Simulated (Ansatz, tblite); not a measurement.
# The cluster Na3Br4: one state, many levels

An exercise on one series of results from a longer session: the logs are not shown, and one member is left open.

Computed with Ansatz 0.2.0, Gaussian basis. Level: as each input shows.

Plan: GFN1-xTB, GFN2-xTB, PBE-D4/def2-SVP, r2SCAN-D4/def2-SVP, BLYP-D4/def2-SVP, HSE06-D4/def2-SVP, r2SCAN0-D4/def2-SVP, HF/STO-3G, MP2/def2-SVP, RPA/def2-SVP.

6 further runs of the same task are left out: 3 that didn't finish, 3 set aside as unsound or not needed. Runs told in other sessions of the task aren't counted.

### The geometry

The geometry is that of the doublet, from an earlier relaxation (r2SCAN-D4/def2-SVP). At that level it is the lowest of the isomers that a small search found.

7 atoms, charge 0, spin multiplicity 2.

Bond lengths: Na1–Br4 2.866 Å, Na1–Br5 2.666 Å, Na1–Br6 2.870 Å, Na2–Br5 2.672 Å, Na2–Br7 2.672 Å, Na3–Br4 2.866 Å, Na3–Br6 2.870 Å, Na3–Br7 2.666 Å. Angles: Br4–Na1–Br5 129.7°, Br4–Na1–Br6 62.0°, Br5–Na1–Br6 128.1°, Br5–Na2–Br7 136.7°, Br4–Na3–Br6 62.0°, Br4–Na3–Br7 129.7°, Br6–Na3–Br7 128.0°, Na1–Br4–Na3 87.5°, Na1–Br5–Na2 100.8°, Na1–Br6–Na3 87.4°, Na2–Br7–Na3 100.8°.

PBE0-D4/def2-SVP was run before; its log isn't repeated, and its numbers join the tables.

Set-up of the first run:

Tight binding, by tblite at 300 K electronic temperature and without a spin-polarisation term:

```python
tblite.interface.Calculator('GFN1-xTB', numbers, positions, charge=0, uhf=1).singlepoint()
```

Tight binding, by tblite at 300 K electronic temperature and without a spin-polarisation term:

```python
tblite.interface.Calculator('GFN2-xTB', numbers, positions, charge=0, uhf=1).singlepoint()
```

start.molden holds the orbitals of an earlier run on this state, given as this run's starting guess.

Contents of in.yaml:

```yaml
crystal:
  periodic: [false, false, false]
  atoms:
    - {symbol: Na, position_ang: [1.806298, -0.681950, 0.960206]}
    - {symbol: Na, position_ang: [-0.721536, 2.555036, 0.738606]}
    - {symbol: Na, position_ang: [-1.372502, -0.897368, -1.400287]}
    - {symbol: Br, position_ang: [-0.163874, -2.703862, 0.467481]}
    - {symbol: Br, position_ang: [1.514490, 1.767273, 1.970834]}
    - {symbol: Br, position_ang: [1.403292, -1.537258, -1.749605]}
    - {symbol: Br, position_ang: [-2.466147, 1.498139, -0.987234]}
basis:
  gaussian: {orbitals: def2-SVP, initial_orbitals: start.molden}
magnetization: {spin_polarized: true, initial_magnetization: 1}
hamiltonian: {xc: pbe, dispersion: d4}
scf: {omitted_lower_state_checks: [starts]}
output: {forces: true, orbitals: {seedname: orbitals}}
```

Launch:

```bash
ansatz run in.yaml --threads 4 --pin off --events-out ev --progress --plain --max-ram 4787MiB
```

Steps of the session up to this table: PBE-D4/def2-SVP; r2SCAN-D4/def2-SVP; BLYP-D4/def2-SVP; HSE06-D4/def2-SVP; r2SCAN0-D4/def2-SVP; HF/STO-3G; MP2/def2-SVP; RPA/def2-SVP.

One table of the session follows, with a row left open; its other results are not shown here.

| level | HOMO (eV) | gap (eV) |
| --- | --- | --- |
| HF/STO-3G | -5.75 | 8.46 |
| PBE-D4/def2-SVP | ? | ? |
| BLYP-D4/def2-SVP | -5.74 | 0.41 |
| r2SCAN-D4/def2-SVP | -6.28 | 0.75 |
| PBE0-D4/def2-SVP | -7.22 | 2.43 |
| r2SCAN0-D4/def2-SVP | -7.44 | 2.68 |
| HSE06-D4/def2-SVP | -6.82 | 1.66 |

**Question.** Estimate the row for PBE-D4/def2-SVP.

As computed: HOMO (eV): -5.95; gap (eV): 0.44. In the column «HOMO (eV)» it lies between r2SCAN-D4/def2-SVP (-6.28) and HF/STO-3G (-5.75).
